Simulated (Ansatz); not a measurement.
# H3Ta: the cost of one run

The runs use Ansatz 0.2.0, Gaussian basis; def2-QZVPP, core rule «outside noble gas», up to 4 orbitals frozen.

The runs, in order: UHF; ROHF; CCSD(T) on UHF.

### Step 1. What is computed

The geometry is a PBE0/def2-TZVP stationary point (not a proven minimum) of the parent state, kept for this charge and spin. No spin-orbit coupling is included. Elements past krypton take def2 core potentials.

4 atoms, charge 0, spin multiplicity 7.

Atoms are counted from 1 here; the program's logs count them from 0.

Bond lengths: Ta1–H2 2.075 Å, Ta1–H3 2.075 Å, Ta1–H4 1.813 Å, H2–H3 0.801 Å. Angles: H2–Ta1–H3 22.3°, H2–Ta1–H4 168.9°, H3–Ta1–H4 168.9°, Ta1–H2–H3 78.9°, Ta1–H3–H2 78.9°.

### Step 2. UHF

Contents of in.yaml:

```yaml
crystal:
  periodic: [false, false, false]
  atoms:
    - {symbol: Ta, position_ang: [0.000000, 0.000000, 0.012372]}
    - {symbol: H, position_ang: [0.000000, -0.400716, -2.023105]}
    - {symbol: H, position_ang: [0.000000, 0.400716, -2.023105]}
    - {symbol: H, position_ang: [0.000000, 0.000000, 1.825162]}
basis:
  gaussian: {orbitals: "def2-QZVPP.json"}
magnetization: {spin_polarized: true, initial_magnetization: 6}
hamiltonian: {xc: hf}
output: {orbitals: {seedname: orbitals}}
```

Command:

```sh
ansatz run in.yaml --threads 1 --pin off --events-out ev --progress --plain --max-ram 4096MiB --backend cpu
```

What time and memory should one allow on 1 thread of AMD EPYC 7R13, shared host?

About 15 s, with a peak of 0.34 GiB.
